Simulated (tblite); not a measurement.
# SnH3BrO (SMILES [OH][SnH2][Br]): GFN1-xTB

What is the electronic atomisation energy of SnH3BrO at GFN1-xTB? The job is set up through a Python script.

Program for the calculation: tblite 0.8.0.

## Step 1: The molecule

SnH3BrO: 6 atoms, total charge 0, spin state singlet. SMILES: `[OH][SnH2][Br]`. Geometry: optimised at GFN1-xTB. This is one conformer, not always the lowest.

Bond lengths: O1–Sn2 1.931 Å, Sn2–Br3 2.474 Å, O1–H4 0.948 Å, Sn2–H5 1.648 Å, Sn2–H6 1.637 Å. Angles: O1–Sn2–Br3 109.1°, O1–Sn2–H5 104.8°, O1–Sn2–H6 96.1°, Br3–Sn2–H5 110.8°, Br3–Sn2–H6 112.7°, Sn2–O1–H4 135.4°, H5–Sn2–H6 121.3°.

## Step 2: The harmonic vibrations at GFN1-xTB

File geom.xyz:

```xyz
6

O     -1.350376    -0.300568    -0.336789
Sn     0.383659     0.369540     0.184497
Br     1.892444    -1.541225     0.624593
H     -1.667785    -0.939400    -0.961511
H      0.905184     1.241673    -1.113540
H     -0.121026     1.105880     1.556449
```

File calc.py:

```python
import json
import numpy as np
from tblite.interface import Calculator
from tblite.interface import symbols_to_numbers
from ase.data import atomic_masses

symbols = list(map(str, np.loadtxt("geom.xyz", skiprows=2, usecols=0, dtype=str, ndmin=1)))
numbers = np.array(symbols_to_numbers(symbols))
positions = np.loadtxt("geom.xyz", skiprows=2, usecols=(1, 2, 3), ndmin=2) / 0.529177210903

calc = Calculator("GFN1-xTB", numbers, positions, charge=0, uhf=0)
calc.set("verbosity", 0)
calc.set("accuracy", 0.01)
result = calc.singlepoint()
h = 0.005  # bohr
n = positions.size
H, D = np.zeros((n, n)), np.zeros((n, 3))
for a in range(n):
    g, d = [], []
    for sign in (1, -1):
        x = positions.ravel().copy()
        x[a] += sign * h
        calc.update(x.reshape(-1, 3))
        y = calc.singlepoint()
        g.append(y.get('gradient').ravel())
        d.append(y.get('dipole'))
    H[a], D[a] = (g[0] - g[1]) / (2 * h), (d[0] - d[1]) / (2 * h)
mass = np.repeat(atomic_masses[numbers], 3)
H = (H + H.T) / 2 / np.sqrt(np.outer(mass, mass))
# project out translations and rotations
com = positions - atomic_masses[numbers] @ positions / atomic_masses[numbers].sum()
T = [np.tile(v, len(numbers)) for v in np.eye(3)] + [np.cross(com, v).ravel() for v in np.eye(3)]
U, sv, _ = np.linalg.svd((np.array(T) * np.sqrt(mass)).T)
Q = U[:, (sv > 1e-3 * sv.max()).sum():]
w, V = np.linalg.eigh(Q.T @ H @ Q)
freq = np.sign(w) * np.sqrt(np.abs(w)) * 5140.487
inten = (((Q @ V).T / np.sqrt(mass)) @ D) ** 2
inten = inten.sum(axis=1) * 974.88
print(f"E = {result.get('energy'):.8f} Eh, max gradient {np.abs(result.get('gradient')).max():.2e} Eh/bohr")
print("mode   frequency/cm^-1   IR/(km/mol)")
for i, (v, s) in enumerate(zip(freq, inten), 1):
    print(f"{i:4d} {v:14.2f} {s:14.3f}")
zpe = freq[freq > 0].sum() / 2 / 219474.63
print(f"imaginary modes: {(freq < -10).sum()}, zero-point energy {zpe:.6f} Eh = {zpe * 2625.4996:.4f} kJ/mol")
out = {k: np.asarray(result.get(k)).tolist() for k in ("energy", "gradient", "charges", "dipole", "orbital-energies", "orbital-occupations")}
out.update(symbols=symbols, positions=(positions * 0.529177210903).tolist(), frequencies=freq.tolist(), intensities=inten.tolist(), zpe=zpe)
json.dump(out, open("results.json", "w"))
```

Started as:

```console
$ python calc.py
```

Standard output:

```text
E = -12.71433762 Eh, max gradient 2.01e-05 Eh/bohr
mode   frequency/cm^-1   IR/(km/mol)
   1         116.11          6.698
   2         207.00        270.131
   3         297.22         17.152
   4         389.22         20.762
   5         427.41        244.452
   6         497.01          3.673
   7         529.48        181.134
   8         626.55         97.413
   9         665.95        134.118
  10        1853.11        270.315
  11        1998.04        867.650
  12        3813.03         43.990
imaginary modes: 0, zero-point energy 0.026017 Eh = 68.3076 kJ/mol
```

It took 0.41 s on 1 thread of Intel Xeon at 2.70GHz, shared host.

## Step 3: The Br atom: the energy at GFN1-xTB

File calc.py:

```python
"""GFN1-xTB single point"""
import json
import numpy as np
from tblite.interface import Calculator
from tblite.interface import symbols_to_numbers

geometry = """
Br     0.000000     0.000000     0.000000
"""
lines = [l.split() for l in geometry.strip().splitlines()]
symbols = [l[0] for l in lines]
numbers = np.array(symbols_to_numbers(symbols))
positions = np.array([l[1:4] for l in lines], float) / 0.529177210903

calculator = Calculator("GFN1-xTB", numbers, positions, charge=0, uhf=1)
calculator.set("accuracy", 0.1)
calculator.add("spin-polarization", 1.0)
result = calculator.singlepoint()

print(f"Total energy: {result.get('energy') * 27.211386:.8f} eV")
eps = np.atleast_2d(result.get("orbital-energies")) * 27.211386
occ = np.atleast_2d(result.get("orbital-occupations"))
filled = occ.sum(axis=0) if eps.shape[0] == 1 else occ[0]
homo = np.nonzero(filled > 0.5)[0].max()
print("  MO   occupation   energy/eV")
for i in range(max(0, homo - 4), min(eps.shape[1], homo + 5)):
    print(f"{i + 1:4d} {filled[i]:10.4f} {eps[0, i]:12.4f}")
mu = result.get("dipole") * 2.541746
print(f"|mu|: {np.linalg.norm(mu):.4f} D, components " + " ".join(f"{c:.4f}" for c in mu))
q = result.get("charges")
print("Charges:", " ".join(f"{s}{i + 1}={c:+.4f}" for i, (s, c) in enumerate(zip(symbols, q))))
out = {k: np.asarray(result.get(k)).tolist() for k in ("energy", "gradient", "charges", "dipole", "orbital-energies", "orbital-occupations")}
out.update(symbols=symbols, positions=(positions * 0.529177210903).tolist())
json.dump(out, open("results.json", "w"))
```

Run the same way, it converges to -3.82488 Eh (log not shown).

## Step 4: The H atom: a single-point energy at GFN1-xTB

File xtb_job.py:

```python
import json
import numpy as np
from tblite.interface import Calculator

symbols = ["H"]
numbers = np.array([1])
positions = np.array([
    [0.000000, 0.000000, 0.000000],
]) / 0.5291772  # angstrom to bohr

calc = Calculator("GFN1-xTB", numbers, positions, charge=0, uhf=1)
calc.set("accuracy", 0.1)
calc.add("spin-polarization", 1.0)
wfn = calc.singlepoint()

print(f"E(total): {wfn.get('energy') * 2625.4996:.8f} kJ/mol")
eps = np.atleast_2d(wfn.get("orbital-energies")) * 27.211386
occ = np.atleast_2d(wfn.get("orbital-occupations"))
filled = occ.sum(axis=0) if eps.shape[0] == 1 else occ[0]
homo = np.nonzero(filled > 0.5)[0].max()
print(f"HOMO {eps[0, homo]:.4f} eV")
if homo + 1 < eps.shape[1]:
    print(f"LUMO {eps[0, homo + 1]:.4f} eV, gap {eps[0, homo + 1] - eps[0, homo]:.4f} eV")
mu = wfn.get("dipole") * 2.541746
print(f"|mu|: {np.linalg.norm(mu):.4f} D, components " + " ".join(f"{c:.4f}" for c in mu))
q = wfn.get("charges")
print("Charges:", " ".join(f"{s}{i + 1}={c:+.4f}" for i, (s, c) in enumerate(zip(symbols, q))))
out = {k: np.asarray(wfn.get(k)).tolist() for k in ("energy", "gradient", "charges", "dipole", "orbital-energies", "orbital-occupations")}
out.update(symbols=symbols, positions=(positions * 0.529177210903).tolist())
json.dump(out, open("results.json", "w"))
```

Started as:

```console
$ python xtb_job.py
```

Standard output:

```text
------------------------------------------------------------
  cycle        total energy    energy error   density error
------------------------------------------------------------
      1    -0.4372419744618  -4.3724197E-01   5.0000000E-01
      2    -0.4372419744618   0.0000000E+00   3.0000000E-01
      3    -0.4372419744618   0.0000000E+00   1.7998200E-05
      4    -0.4372419744618   0.0000000E+00   1.4044321E-14
------------------------------------------------------------

 total:                                   0.000 sec
E(total): -1147.97862905 kJ/mol
HOMO -12.8725 eV
LUMO -4.1209 eV, gap 8.7516 eV
|mu|: 0.0000 D, components 0.0000 0.0000 0.0000
Charges: H1=+0.0000
```

Run time: 0.14 s. Hardware: 1 thread of Intel Xeon at 2.70GHz, shared host.

## Step 5: The O atom: the energy at GFN1-xTB

File geom.xyz:

```xyz
1

O      0.000000     0.000000     0.000000
```

File script.py:

```python
"""GFN1-xTB single point"""
import json
import numpy as np
from tblite.interface import Calculator
from tblite.interface import symbols_to_numbers

symbols = list(map(str, np.loadtxt("geom.xyz", skiprows=2, usecols=0, dtype=str, ndmin=1)))
numbers = np.array(symbols_to_numbers(symbols))
positions = np.loadtxt("geom.xyz", skiprows=2, usecols=(1, 2, 3), ndmin=2) / 0.5291772

calculator = Calculator("GFN1-xTB", numbers, positions, charge=0, uhf=2)
calculator.set("accuracy", 0.1)
calculator.add("spin-polarization", 1.0)
sp = calculator.singlepoint()

print(f"Total energy: {sp.get('energy') * 27.211386:.8f} eV")
eps = np.atleast_2d(sp.get("orbital-energies")) * 27.211386
occ = np.atleast_2d(sp.get("orbital-occupations"))
filled = occ.sum(axis=0) if eps.shape[0] == 1 else occ[0]
homo = np.nonzero(filled > 0.5)[0].max()
print(f"HOMO {eps[0, homo]:.4f} eV")
if homo + 1 < eps.shape[1]:
    print(f"LUMO {eps[0, homo + 1]:.4f} eV, gap {eps[0, homo + 1] - eps[0, homo]:.4f} eV")
mu = sp.get("dipole") * 2.541746
print(f"dipole: {np.linalg.norm(mu):.4f} D, components " + " ".join(f"{c:.4f}" for c in mu))
q = sp.get("charges")
print("Charges:", " ".join(f"{s}{i + 1}={c:+.4f}" for i, (s, c) in enumerate(zip(symbols, q))))
out = {k: np.asarray(sp.get(k)).tolist() for k in ("energy", "gradient", "charges", "dipole", "orbital-energies", "orbital-occupations")}
out.update(symbols=symbols, positions=(positions * 0.529177210903).tolist())
json.dump(out, open("results.json", "w"))
```

Run the same way, it converges to -4.40654 Eh (log not shown).

## Step 6: The Sn atom: the energy at GFN1-xTB

File xtb_job.py:

```python
"""GFN1-xTB single point"""
import json
import numpy as np
from tblite.interface import Calculator

symbols = ["Sn"]
numbers = np.array([50])
positions = np.array([  # bohr
    [0.000000, 0.000000, 0.000000],
])

calc = Calculator("GFN1-xTB", numbers, positions, charge=0, uhf=2)
calc.set("accuracy", 0.1)
calc.add("spin-polarization", 1.0)
wfn = calc.singlepoint()

print(f"Total energy: {wfn.get('energy') * 27.211386:.8f} eV")
eps = np.atleast_2d(wfn.get("orbital-energies")) * 27.211386
occ = np.atleast_2d(wfn.get("orbital-occupations"))
filled = occ.sum(axis=0) if eps.shape[0] == 1 else occ[0]
homo = np.nonzero(filled > 0.5)[0].max()
print("  MO   occupation   energy/eV")
for i in range(max(0, homo - 4), min(eps.shape[1], homo + 5)):
    print(f"{i + 1:4d} {filled[i]:10.4f} {eps[0, i]:12.4f}")
mu = wfn.get("dipole") * 2.541746
print(f"|mu|: {np.linalg.norm(mu):.4f} D, components " + " ".join(f"{c:.4f}" for c in mu))
q = wfn.get("charges")
print("Charges:", " ".join(f"{s}{i + 1}={c:+.4f}" for i, (s, c) in enumerate(zip(symbols, q))))
out = {k: np.asarray(wfn.get(k)).tolist() for k in ("energy", "gradient", "charges", "dipole", "orbital-energies", "orbital-occupations")}
out.update(symbols=symbols, positions=(positions * 0.529177210903).tolist())
json.dump(out, open("results.json", "w"))
```

Run the same way, it converges to -2.36278 Eh (log not shown).

## Step 7: Results

At GFN1-xTB:

| quantity | value |
| --- | --- |
| molecule: total energy | -12.71434 Eh |
| molecule: dipole moment | 2.28 D |
| molecule: HOMO energy | -11.81 eV |
| molecule: LUMO energy | -6.84 eV |
| molecule: HOMO–LUMO gap | 4.96 eV |
| molecule: largest force on an atom | 0.001 eV/Å |
| molecule: lowest harmonic wavenumber | 116 cm⁻¹ |
| molecule: highest harmonic wavenumber | 3813 cm⁻¹ |
| molecule: zero-point energy | 68.3 kJ/mol |
| Br atom: total energy | -3.82488 Eh |
| Br atom: dipole moment | 0.00 D |
| Br atom: HOMO energy (α spin) | -13.19 eV |
| Br atom: LUMO energy (α spin) | -3.67 eV |
| Br atom: largest force on an atom | 0.000 eV/Å |
| H atom: total energy | -0.43724 Eh |
| H atom: dipole moment | 0.00 D |
| H atom: HOMO energy (α spin) | -12.87 eV |
| H atom: largest force on an atom | 0.000 eV/Å |
| O atom: total energy | -4.40654 Eh |
| O atom: dipole moment | 0.00 D |
| O atom: HOMO energy (α spin) | -19.40 eV |
| O atom: largest force on an atom | 0.000 eV/Å |
| Sn atom: total energy | -2.36278 Eh |
| Sn atom: dipole moment | 0.00 D |
| Sn atom: HOMO energy (α spin) | -8.28 eV |
| Sn atom: LUMO energy (α spin) | -2.40 eV |
| electronic atomisation energy | 21.998 eV |

What this shows: Taking the molecule apart into free atoms costs 22.00 eV (507 kcal/mol), before zero-point energy and without spin-orbit coupling. Tight-binding and semi-empirical models aren't fitted to free atoms, so this value can be far from the true one. All 12 modes are real, so the shape is a minimum at this level. Mulliken charges (molecule) run from -0.60 on O1 to +0.34 on H4.
